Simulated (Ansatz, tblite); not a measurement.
# Al8As8 wurtzite off sphere (Al₈As₈H₂₂): charged states by level of theory

Aim: the energy of removing and adding an electron for Al8As8 wurtzite off sphere (Al₈As₈H₂₂), by energy differences, and how well orbital energies stand in for it.

Computed with Ansatz 0.2.0, Gaussian basis. Level: as each input shows.

The runs, in order: charge +1 doublet, at the geometry of the singlet (PBE0-D4/def2-SVP, PBE-D4/def2-SVP, PBE-QIDH/def2-SVP); charge -1 doublet, at the geometry of the singlet (PBE0-D4/def2-SVP, PBE-D4/def2-SVP, PBE-QIDH/def2-SVP); the starting singlet's energies come from earlier runs.

## (1) The relaxed structure

The geometry is that of the singlet, from an earlier relaxation (PBE-D4/def2-SVP).

38 atoms, charge 0, spin multiplicity 1.

Atoms are counted from 1 here; the program's logs count them from 0.

Bond lengths: Al1–As2 2.559 Å, Al1–As3 2.519 Å, Al1–H17 1.601 Å, Al1–H18 1.602 Å, As2–Al5 2.509 Å, As2–H19 1.525 Å, As2–H20 1.525 Å, As3–Al4 2.486 Å, As3–Al11 2.477 Å, As3–H21 1.528 Å, Al4–As6 2.513 Å, Al4–As7 2.486 Å, Al4–H22 1.598 Å, Al5–As6 2.490 Å, Al5–As12 2.478 Å, Al5–H23 1.596 Å, As6–Al9 2.490 Å, As6–H24 1.527 Å and more. Angles: As2–Al1–As3 95.2°, As2–Al1–H17 106.4°, As2–Al1–H18 105.9°, As3–Al1–H17 110.8°, As3–Al1–H18 109.8°, H17–Al1–H18 124.6°, Al1–As2–Al5 124.1°, Al1–As2–H19 109.9°, Al1–As2–H20 109.9°, Al5–As2–H19 106.1°, Al5–As2–H20 106.3°, H19–As2–H20 97.1°, Al1–As3–Al4 113.1°, Al1–As3–Al11 110.6°, Al1–As3–H21 105.9°, Al4–As3–Al11 116.4°, Al4–As3–H21 104.9°, Al11–As3–H21 104.7° and more.

## (2) Charge +1 doublet at the fixed geometry, PBE0-D4/def2-SVP

The input, in.yaml:

```yaml
crystal:
  periodic: [false, false, false]
  atoms:
    - {symbol: Al, position_ang: [0.534121, -4.508214, -1.463359]}
    - {symbol: As, position_ang: [0.509256, -4.230309, 1.080516]}
    - {symbol: As, position_ang: [0.543090, -2.038790, -1.961245]}
    - {symbol: Al, position_ang: [-1.558007, -0.897421, -1.281453]}
    - {symbol: Al, position_ang: [0.535508, -2.011675, 2.251715]}
    - {symbol: As, position_ang: [-1.377961, -0.796167, 1.222583]}
    - {symbol: As, position_ang: [-1.494381, 1.493605, -1.958621]}
    - {symbol: Al, position_ang: [-3.634014, 2.725159, -1.457421]}
    - {symbol: Al, position_ang: [-1.471940, 1.467608, 2.254335]}
    - {symbol: As, position_ang: [-3.408534, 2.553523, 1.085938]}
    - {symbol: Al, position_ang: [2.658629, -1.002559, -1.195942]}
    - {symbol: As, position_ang: [2.450861, -0.780561, 1.273648]}
    - {symbol: As, position_ang: [2.389574, 1.379808, -1.960559]}
    - {symbol: Al, position_ang: [0.462520, 2.804880, -1.193293]}
    - {symbol: Al, position_ang: [2.754609, 1.588048, 2.111584]}
    - {symbol: As, position_ang: [0.551514, 2.511343, 1.275954]}
    - {symbol: H, position_ang: [-0.872638, -5.161990, -1.859531]}
    - {symbol: H, position_ang: [1.962455, -5.139410, -1.820978]}
    - {symbol: H, position_ang: [-0.657225, -5.010648, 1.677074]}
    - {symbol: H, position_ang: [1.627896, -5.057421, 1.704855]}
    - {symbol: H, position_ang: [0.580670, -1.918122, -3.484090]}
    - {symbol: H, position_ang: [-2.882504, -1.660828, -1.745238]}
    - {symbol: H, position_ang: [0.493685, -2.129715, 3.843084]}
    - {symbol: H, position_ang: [-2.621902, -1.514144, 1.739678]}
    - {symbol: H, position_ang: [-1.372211, 1.467314, -3.481587]}
    - {symbol: H, position_ang: [-4.906392, 1.840476, -1.859380]}
    - {symbol: H, position_ang: [-3.460186, 4.278777, -1.807497]}
    - {symbol: H, position_ang: [-1.593574, 1.488967, 3.845845]}
    - {symbol: H, position_ang: [-4.665557, 1.925396, 1.678274]}
    - {symbol: H, position_ang: [-3.572068, 3.932284, 1.716425]}
    - {symbol: H, position_ang: [4.012071, -1.662687, -1.726203]}
    - {symbol: H, position_ang: [3.674158, -1.539575, 1.782454]}
    - {symbol: H, position_ang: [2.356543, 1.361997, -3.486918]}
    - {symbol: H, position_ang: [3.701414, 2.136145, -1.785652]}
    - {symbol: H, position_ang: [0.568983, 4.307452, -1.722120]}
    - {symbol: H, position_ang: [2.767921, 1.594399, 3.712372]}
    - {symbol: H, position_ang: [3.906846, 2.253445, 1.208157]}
    - {symbol: H, position_ang: [0.506768, 3.949623, 1.786607]}
basis:
  gaussian: {orbitals: def2-SVP, fitting: {mean_field: def2-universal-jkfit}}
total_charge: 1
magnetization: {spin_polarized: true, initial_magnetization: 1}
hamiltonian: {xc: pbe0, dispersion: d4}
scf: {omitted_lower_state_checks: [starts]}
output: {orbitals: {seedname: orbitals}}
```

Launch:

```console
$ ansatz run in.yaml --threads 2 --pin off --events-out ev --progress --plain --max-ram 20480MiB --backend cuda --devices 0, --max-vram 18GiB
```

Output:

```text
Functional definition: PBE0
  name "PBE0"
  cite "Adamo & Barone, J. Chem. Phys. 110, 6158 (1999) doi:10.1063/1.478522"
  cite "Perdew, Burke & Ernzerhof, Phys. Rev. Lett. 77, 3865 (1996) doi:10.1103/PhysRevLett.77.3865"
  parent pbe
  parameter a = 0.25
  parameter kappa = 0.804
  parameter beta = 0.06672455060314922
  exchange = (1 - a)*pbe_x(kappa = kappa, mu = beta*pi^2/3) + a*exact_x
  correlation = pbe_c(beta = beta)
these checks for a lower state are left out or cut short: starts
3548 factors; integrals over basis functions are off by at most 3.7e-1 eV
mean field evaluation 1: about -539705.6398 eV, gradient 1.9e1 eV
mean field evaluation 2: about -539707.1267 eV, gradient 1.1e1 eV
mean field evaluation 4: about -539707.8883 eV, gradient 1.3e0 eV
mean field evaluation 8: about -539707.9029 eV, gradient 1.9e-1 eV
mean field evaluation 16: about -539707.9037 eV, gradient 1.6e-3 eV
mean field -539707.90367648 eV, -19833.8996329543 hartree, gradient 8.0e-6 eV, S^2 0.753822; 0 other end points of the search recorded, 0 dependent functions left out
reference -539707.90374842 eV, -19833.8996355980 hartree; 195, 194 occupied and 315, 316 virtual orbitals, 3548 factors
Total energy: -539710.17327582 eV, -19833.9830391919 hartree
Checks for a lower state left out: starts
```

It took 7.5 s on 1 × H100 (card shared with other runs) with 2 threads of AMD EPYC 7R13, shared host; peak host memory 1.2 GiB.

Report: HOMO -10.30 eV, LUMO -9.36 eV (over both spins); ⟨S²⟩ 0.754 (pure: 0.75).

## (3) Charge +1 doublet at the fixed geometry, PBE-D4/def2-SVP

start.molden holds the orbitals of an earlier run on this state, given as this run's starting guess.

Changes to in.yaml since step 2:

```diff
@@ -42,6 +42,6 @@
 basis:
-  gaussian: {orbitals: def2-SVP, fitting: {mean_field: def2-universal-jkfit}}
+  gaussian: {orbitals: def2-SVP, fitting: {mean_field: def2-universal-jkfit}, initial_orbitals: start.molden}
 total_charge: 1
 magnetization: {spin_polarized: true, initial_magnetization: 1}
-hamiltonian: {xc: pbe0, dispersion: d4}
+hamiltonian: {xc: pbe, dispersion: d4}
 scf: {omitted_lower_state_checks: [starts]}
```

The command is unchanged.

Output:

```text
Functional definition: PBE
  name "PBE"
  cite "Perdew, Burke & Ernzerhof, Phys. Rev. Lett. 77, 3865 (1996) doi:10.1103/PhysRevLett.77.3865"
  parent pbe
  parameter kappa = 0.804
  parameter beta = 0.06672455060314922
  exchange = pbe_x(kappa = kappa, mu = beta*pi^2/3)
  correlation = pbe_c(beta = beta)
these checks for a lower state are left out or cut short: starts
3548 factors; integrals over basis functions are off by at most 3.7e-1 eV
mean field evaluation 1: about -539687.0245 eV, gradient 1.1e1 eV
mean field evaluation 2: about -539687.4605 eV, gradient 5.0e-1 eV
mean field evaluation 4: about -539687.4670 eV, gradient 3.9e-2 eV
mean field evaluation 8: about -539687.4670 eV, gradient 2.2e-5 eV
mean field evaluation 16: about -539687.4670 eV, gradient 4.4e-6 eV
mean field -539687.46699436 eV, -19833.1485987390 hartree, gradient 1.4e-6 eV, S^2 0.750892; 0 other end points of the search recorded, 0 dependent functions left out
reference -539687.46708998 eV, -19833.1486022529 hartree; 195, 194 occupied and 315, 316 virtual orbitals, 3548 factors
Total energy: -539689.95832811 eV, -19833.2401535656 hartree
Checks for a lower state left out: starts
```

Run time: 6 s. Hardware: 1 × H100 (card shared with other runs) with 2 threads of AMD EPYC 7R13, shared host; peak host memory 1.2 GiB.

From the report: HOMO -9.33 eV, LUMO -9.27 eV (over both spins); ⟨S²⟩ 0.751 (pure: 0.75).

## (4) Charge +1 doublet at the fixed geometry, PBE-QIDH/def2-SVP

Changes to in.yaml since step 3:

```diff
@@ -45,4 +45,3 @@
 magnetization: {spin_polarized: true, initial_magnetization: 1}
-hamiltonian: {xc: pbe, dispersion: d4}
+hamiltonian: {xc: {name: PBE-QIDH}}
 scf: {omitted_lower_state_checks: [starts]}
-output: {orbitals: {seedname: orbitals}}
```

Same command.

Output (excerpt; [...] marks lines left out):

```text
Functional definition: PBE-QIDH
  name "PBE-QIDH"
  cite "Brémond, Sancho-García, Pérez-Jiménez & Adamo, J. Chem. Phys. 141, 031101 (2014) doi:10.1063/1.4890314"
  cite "Perdew, Burke & Ernzerhof, Phys. Rev. Lett. 77, 3865 (1996) doi:10.1103/PhysRevLett.77.3865"
[...]
3548 factors; integrals over basis functions are off by at most 3.7e-1 eV
[...]
mean field -539589.21152621 eV, -19829.5377768843 hartree, gradient 2.5e-6 eV, S^2 0.773640; 0 other end points of the search recorded, 0 dependent functions left out
112 core orbitals not correlated: weight in the atoms' cores, before any rotation towards them, 1.000 or more for the frozen orbitals, at most 0.000 for the correlated occupied ones
reference -539589.21155538 eV, -19829.5377779562 hartree; 83, 82 occupied and 315, 316 virtual orbitals, 3548 factors
second order -76.65732316 eV of doubles, -0.00000000 eV of singles
Total energy: -539614.76399643 eV, -19830.4768128448 hartree
Checks for a lower state left out: starts
```

It took 12 s on 1 × H100 (card shared with other runs) with 2 threads of AMD EPYC 7R13, shared host; peak host memory 3.4 GiB.

From the report: ⟨S²⟩ 0.774 (pure: 0.75).

## (5) Vertical ionisation energy

Charged state less starting state, singlet to doublet; the starting state's energies are those of its earlier runs.

```csv
level,vertical ionisation energy (eV),time
PBE-D4/def2-SVP,+7.81,9.3 s
PBE0-D4/def2-SVP,+8.35,14 s
PBE-QIDH/def2-SVP,+8.75,29 s
```

Times add the two runs; a level without a time comes out of a correlated run.

Beside −ε(HOMO) of the starting state:

```csv
level,−ε(HOMO) (eV),by difference (eV),mismatch (eV)
PBE-D4/def2-SVP,6.21,7.81,-1.60
PBE0-D4/def2-SVP,7.21,8.35,-1.13
```

## (6) Charge -1 doublet at the fixed geometry, PBE0-D4/def2-SVP

Changes to in.yaml since step 4:

```diff
@@ -42,6 +42,7 @@
 basis:
-  gaussian: {orbitals: def2-SVP, fitting: {mean_field: def2-universal-jkfit}, initial_orbitals: start.molden}
-total_charge: 1
+  gaussian: {orbitals: def2-SVP, fitting: {mean_field: def2-universal-jkfit}}
+total_charge: -1
 magnetization: {spin_polarized: true, initial_magnetization: 1}
-hamiltonian: {xc: {name: PBE-QIDH}}
+hamiltonian: {xc: pbe0, dispersion: d4}
 scf: {omitted_lower_state_checks: [starts]}
+output: {orbitals: {seedname: orbitals}}
```

The command is unchanged.

Output (excerpt; [...] marks lines left out):

```text
Functional definition: PBE0
  name "PBE0"
  cite "Adamo & Barone, J. Chem. Phys. 110, 6158 (1999) doi:10.1063/1.478522"
  cite "Perdew, Burke & Ernzerhof, Phys. Rev. Lett. 77, 3865 (1996) doi:10.1103/PhysRevLett.77.3865"
  parent pbe
[...]
3548 factors; integrals over basis functions are off by at most 3.7e-1 eV
[...]
mean field -539716.79005672 eV, -19834.2262014046 hartree, gradient 7.1e-6 eV, S^2 0.752473; 0 other end points of the search recorded, 0 dependent functions left out
reference -539716.79012867 eV, -19834.2262040490 hartree; 196, 195 occupied and 314, 315 virtual orbitals, 3548 factors
Total energy: -539719.18235300 eV, -19834.3141166714 hartree
Checks for a lower state left out: starts
```

Run time: 9.6 s. Hardware: 1 × H100 (card shared with other runs) with 2 threads of AMD EPYC 7R13, shared host; peak host memory 1.2 GiB.

Report: HOMO 0.42 eV, LUMO 1.41 eV (over both spins); ⟨S²⟩ 0.752 (pure: 0.75). Doubts: highest occupied level lies above zero.

## (7) Charge -1 doublet at the fixed geometry, PBE-D4/def2-SVP

Changes to in.yaml since step 6:

```diff
@@ -42,6 +42,6 @@
 basis:
-  gaussian: {orbitals: def2-SVP, fitting: {mean_field: def2-universal-jkfit}}
+  gaussian: {orbitals: def2-SVP, fitting: {mean_field: def2-universal-jkfit}, initial_orbitals: start.molden}
 total_charge: -1
 magnetization: {spin_polarized: true, initial_magnetization: 1}
-hamiltonian: {xc: pbe0, dispersion: d4}
+hamiltonian: {xc: pbe, dispersion: d4}
 scf: {omitted_lower_state_checks: [starts]}
```

The command is unchanged.

Output:

```text
Functional definition: PBE
  name "PBE"
  cite "Perdew, Burke & Ernzerhof, Phys. Rev. Lett. 77, 3865 (1996) doi:10.1103/PhysRevLett.77.3865"
  parent pbe
  parameter kappa = 0.804
  parameter beta = 0.06672455060314922
  exchange = pbe_x(kappa = kappa, mu = beta*pi^2/3)
  correlation = pbe_c(beta = beta)
these checks for a lower state are left out or cut short: starts
3548 factors; integrals over basis functions are off by at most 3.7e-1 eV
mean field evaluation 1: about -539695.5588 eV, gradient 1.1e1 eV
mean field evaluation 2: about -539696.0027 eV, gradient 4.8e-1 eV
mean field evaluation 4: about -539696.0131 eV, gradient 9.7e-2 eV
mean field evaluation 8: about -539696.0139 eV, gradient 8.5e-4 eV
mean field evaluation 16: about -539696.0139 eV, gradient 7.5e-6 eV
mean field -539696.01394301 eV, -19833.4626933086 hartree, gradient 7.5e-6 eV, S^2 0.751287; 0 other end points of the search recorded, 0 dependent functions left out
reference -539696.01403914 eV, -19833.4626968414 hartree; 196, 195 occupied and 314, 315 virtual orbitals, 3548 factors
Total energy: -539698.64062063 eV, -19833.5592219306 hartree
Checks for a lower state left out: starts
```

Wall time 7 s (1 × H100 (card shared with other runs) with 2 threads of AMD EPYC 7R13, shared host); peak host memory 1.2 GiB.

HOMO 0.65 eV, LUMO 0.74 eV (over both spins); ⟨S²⟩ 0.751 (pure: 0.75). Doubts: highest occupied level lies above zero.

## (8) Charge -1 doublet at the fixed geometry, PBE-QIDH/def2-SVP

Changes to in.yaml since step 7:

```diff
@@ -45,4 +45,3 @@
 magnetization: {spin_polarized: true, initial_magnetization: 1}
-hamiltonian: {xc: pbe, dispersion: d4}
+hamiltonian: {xc: {name: PBE-QIDH}}
 scf: {omitted_lower_state_checks: [starts]}
-output: {orbitals: {seedname: orbitals}}
```

Same command.

Output (excerpt; [...] marks lines left out):

```text
Functional definition: PBE-QIDH
  name "PBE-QIDH"
  cite "Brémond, Sancho-García, Pérez-Jiménez & Adamo, J. Chem. Phys. 141, 031101 (2014) doi:10.1063/1.4890314"
  cite "Perdew, Burke & Ernzerhof, Phys. Rev. Lett. 77, 3865 (1996) doi:10.1103/PhysRevLett.77.3865"
[...]
3548 factors; integrals over basis functions are off by at most 3.7e-1 eV
[...]
mean field -539598.02121789 eV, -19829.8615270823 hartree, gradient 1.2e-6 eV, S^2 0.756210; 0 other end points of the search recorded, 0 dependent functions left out
112 core orbitals not correlated: weight in the atoms' cores, before any rotation towards them, 1.000 or more for the frozen orbitals, at most 0.000 for the correlated occupied ones
reference -539598.02124705 eV, -19829.8615281536 hartree; 84, 83 occupied and 314, 315 virtual orbitals, 3548 factors
second order -77.60193616 eV of doubles, -0.00000000 eV of singles
Total energy: -539623.88855910 eV, -19830.8121343381 hartree
Checks for a lower state left out: starts
```

Run time: 11 s. Hardware: 1 × H100 (card shared with other runs) with 2 threads of AMD EPYC 7R13, shared host; peak host memory 3.4 GiB.

⟨S²⟩ 0.756 (pure: 0.75).

## (9) Vertical electron affinity

Starting state less charged state (positive: the electron is bound), singlet to doublet; the starting state's energies are those of its earlier runs.

```csv
level,vertical electron affinity (eV),time
PBE-D4/def2-SVP,+0.87,10 s
PBE0-D4/def2-SVP,+0.66,16 s
PBE-QIDH/def2-SVP,+0.38,27 s
```

Times add the two runs; a level without a time comes out of a correlated run.

Beside −ε(LUMO) of the starting state:

```csv
level,−ε(LUMO) (eV),by difference (eV),mismatch (eV)
PBE-D4/def2-SVP,2.25,0.87,+1.38
PBE0-D4/def2-SVP,1.58,0.66,+0.91
```

## (10) Results

| quantity | value |
| --- | --- |
| vertical ionisation energy, functionals in def2-SVP | 7.81 (PBE-D4) to 8.75 eV (PBE-QIDH) |
| vertical electron affinity, functionals in def2-SVP | 0.38 (PBE-QIDH) to 0.87 eV (PBE-D4) |

**Reading.** The vertical ionisation energy spans 7.81 to 8.75 eV over the functionals. −ε(HOMO) misses the level's own difference by -1.13 eV at best (PBE0-D4) and -1.60 eV at worst (PBE-D4). The vertical electron affinity spans 0.38 to 0.87 eV over the functionals. The anion's highest level lies above zero where self-interaction lifts it, so diffuse functions weigh on these values. −ε(LUMO) misses the level's own difference by +0.91 eV at best (PBE0-D4) and +1.38 eV at worst (PBE-D4).
